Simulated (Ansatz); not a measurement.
# ZnSb2P4: the cost of one run

Computed with Ansatz 0.2.0 (DFT PBE, scalar-relativistic, plane waves, PAW, unless a step's input says otherwise).

## Step 1: The starting structure

The structure is hexagonal, space group P6/mmm (No. 191). The conventional cell has a = 6.789 Å, b = 6.789 Å, c = 4.468 Å, α = 90.00°, β = 90.00°, γ = 120.00°. Zn (site symmetry 6/mmm) is surrounded by 2 P at 2.23 Å. Sb (site symmetry -6m2) is surrounded by 3 P at 1.96 Å. P (site symmetry mmm) is surrounded by 2 Sb at 1.96 Å. P (site symmetry 6/mmm) has 2 Zn at 2.23 Å in its first shell of neighbours.

Coordinates:

```xyz
7
Lattice="6.7888 0.0000 0.0000 -3.3944 5.8793 0.0000 0.0000 0.0000 4.4676" Properties=species:S:1:pos:R:3 pbc="T T T"
Zn    0.0000    0.0000    0.0000
Sb    0.0000    3.9195    2.2338
Sb    3.3944    1.9598    2.2338
P     3.3944    0.0000    2.2338
P    -1.6972    2.9396    2.2338
P     1.6972    2.9396    2.2338
P     0.0000    0.0000    2.2338
```

Recipe of the guess: random cell by space group and Wyckoff sites (P6/mmm, No. 191). Lengths come from tabulated atomic sizes and are only a guess.

## Step 2: The guess as it stands, on a coarse mesh

Input file input.yaml:

```yaml
crystal:
  lattice:
    - [6.78880245, 0.0, 0.0]
    - [-3.39440122, 5.87927538, 0.0]
    - [0.0, 0.0, 4.46757249]
  atoms:
    - { symbol: Zn, position: [0.0, 0.0, 0.0] }
    - { symbol: Sb, position: [0.33333333, 0.66666667, 0.5] }
    - { symbol: Sb, position: [0.66666667, 0.33333333, 0.5] }
    - { symbol: P, position: [0.5, 0.0, 0.5] }
    - { symbol: P, position: [0.0, 0.5, 0.5] }
    - { symbol: P, position: [0.5, 0.5, 0.5] }
    - { symbol: P, position: [0.0, 0.0, 0.5] }
basis:
  ecutwfc: 420
kpoints:
  mp_grid: { grid: [3, 3, 4] }
hamiltonian:
  xc: pbe
scf:
  occupations: { method: gaussian, width: 0.1 }
  lower_state_search: "off"
output:
  forces: true
  stress: true
  eigenvalues: true
```

The run is started by

```
$ ansatz run input.yaml --threads 1 --pin off --max-ram 2560MiB --backend cpu --events-out ev --progress --plain --runs-dir out
```

Q: Estimate wall time and peak memory on 1 thread of AMD EPYC 9R45 (Zen 5), shared host.

About 1.8 s, with a peak of 0.49 GiB.
